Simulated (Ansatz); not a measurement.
# Hf2C5: the cost of one run

Program: Ansatz 0.2.0. Level of theory: DFT PBE, scalar-relativistic, plane waves, PAW, unless a step names another level. These are calculated values, not measurements.

4 further runs of the same task are left out: 4 set aside as unsound or not needed.

**1. Plan**

Pauling electronegativities: Hf 1.30, C 2.55 (spread 1.25). No set of common oxidation states balances it. Tabulated atomic sizes suggest about 14 Å³/atom. 37 candidates were drawn, by swapping species into database cells of other compounds, at random by space group and Wyckoff sites, or by hand, as the table says:

| name | made from | space group no. | Wyckoff sites | atoms (primitive cell) | V (Å³/atom) |
| --- | --- | --- | --- | --- | --- |
| c01 | random | 12 | Hf 4g; C 2a, 8j | 7 | 15.2 |
| c02 | built by hand: Mo2B5 (idealised) | 166 | Hf 6c; C 6c, 3b, 6c | 7 | 12.7 |
| c03 | random | 157 | Hf 2b; C 3c, 1a, 1a | 7 | 14.8 |
| c04 | random | 187 | Hf 1b, 1c; C 1e, 2h, 2i | 7 | 16.9 |
| c05 | random | 191 | Hf 2c; C 2e, 1a, 2e | 7 | 17.5 |
| c06 | random | 12 | Hf 2a, 2d; C 8j, 2c | 7 | 14.2 |
| c07 | random | 191 | Hf 2c; C 2d, 3f | 7 | 15.2 |
| c08 | random | 191 | Hf 2c; C 3f, 2e | 7 | 14.8 |
| c09 | database cell of V2O5 | 12 | Hf 4i; C 2a, 4i, 4i | 7 | 17.6 |
| c10 | database cell of Ta2O5 | 10 | Hf 2m; C 2n, 2m, 1c | 7 | 18.1 |
| c11 | random | 156 | Hf 1a, 1a; C 3d, 1a, 1b | 7 | 14.2 |
| c12 | built by hand: La2O3-derived carbide acetylide Hf2C(C2)2 | 164 | Hf 2d; C 2d, 2d, 1a | 7 | 13.4 |
| c13 | random | 21 | Hf 4g; C 2c, 4h, 4k | 7 | 16.6 |
| c14 | random | 107 | Hf 2a, 2a; C 8c, 2a | 7 | 14.6 |
| c15 | random | 166 | Hf 3a, 3b; C 9d, 6c | 7 | 17.0 |
| c16 | database cell of Li5Tl2 | 166 | Hf 6c; C 3b, 6c, 6c | 7 | 15.7 |
| c17 | random | 191 | Hf 2d; C 4h, 1b | 7 | 15.9 |
| c18 | random | 191 | Hf 2c; C 4h, 1a | 7 | 15.5 |
| c19 | random | 123 | Hf 2f; C 1a, 4i | 7 | 17.8 |
| c20 | random | 99 | Hf 1a, 1a; C 4d, 1b | 7 | 18.0 |
| c21 | random | 191 | Hf 2e; C 1a, 3g, 1b | 7 | 17.1 |
| c22 | database cell of Rb2Te5 | 12 | Hf 4i; C 2a, 8j | 7 | 16.1 |
| c23 | random | 22 | Hf 8h; C 16k, 4b | 7 | 16.9 |
| c24 | random | 191 | Hf 1b, 1a; C 3f, 2e | 7 | 16.1 |
| c25 | random | 47 | Hf 1e, 1g; C 4z, 1d | 7 | 15.3 |
| c26 | random | 12 | Hf 4e; C 4g, 2a, 4f | 7 | 16.7 |
| c27 | random | 139 | Hf 4c; C 8f, 2b | 7 | 15.7 |
| c28 | random | 166 | Hf 6c; C 9e, 3b, 3a | 7 | 16.2 |
| c29 | random | 42 | Hf 8b; C 8c, 8b, 4a | 7 | 15.9 |
| c30 | database cell of Ta2O5 | 5 | Hf 4c; C 4c, 4c, 2b | 7 | 12.8 |
| c31 | random | 75 | Hf 2c; C 4d, 1a | 7 | 18.2 |
| c32 | built by hand: W2B5 (idealised) | 194 | Hf 4f; C 2a, 4f, 2b, 2d | 14 | 12.7 |
| c33 | random | 75 | Hf 1a, 1a; C 4d, 1b | 7 | 15.6 |
| c34 | database cell of Ta2O5 | 47 | Hf 1d, 1a; C 2q, 1h, 1b, 1e | 7 | 16.7 |
| c35 | built by hand: Hf2C slab with graphene sheets | 47 | Hf 2q, 2t; C 1d, 2k, 4y, 2i, 1g | 14 | 12.7 |
| c36 | random | 189 | Hf 2c; C 3g, 1b, 1a | 7 | 16.3 |
| c37 | database cell of Al2Te5 | 12 | Hf 4i; C 4i, 2c, 4i | 7 | 17.4 |

**2. Screening run of c11**

The input, input.yaml:

```yaml
crystal:
  lattice:
    - [4.30582978, 0.0, 0.0]
    - [-2.15291489, 3.72895797, 0.0]
    - [0.0, 0.0, 6.170697]
  atoms:
    - { symbol: Hf, position: [0.66666667, 0.33333333, 0.93882932] }
    - { symbol: Hf, position: [0.66666667, 0.33333333, 0.41507887] }
    - { symbol: C, position: [0.8605105, 0.1394895, 0.63949014] }
    - { symbol: C, position: [0.8605105, 0.72102101, 0.63949014] }
    - { symbol: C, position: [0.27897899, 0.1394895, 0.63949014] }
    - { symbol: C, position: [0.66666667, 0.33333333, 0.69567098] }
    - { symbol: C, position: [0.0, 0.0, 0.03922021] }
basis:
  ecutwfc: 420
kpoints:
  mp_grid: { grid: [4, 4, 3] }
hamiltonian:
  xc: pbe
scf:
  occupations: { method: gaussian, width: 0.2 }
  lower_state_search: "off"
output:
  forces: true
  stress: true
  eigenvalues: true
relax:
  adjacent_minimum: "off"
  f_tol: 0.08
  max_steps: 16
  cell: { stress_tol: 0.8 }
```

Started as:

```sh
$ ansatz run input.yaml --threads 1 --pin off --max-ram 2560MiB --backend cpu --events-out ev --progress --plain --runs-dir out
```

Q: Estimate wall time and peak memory on 1 thread of Intel Xeon Platinum 8259CL at 2.50GHz (Skylake/Cascade Lake), shared host.

About 57 s, with a peak of 0.41 GiB.
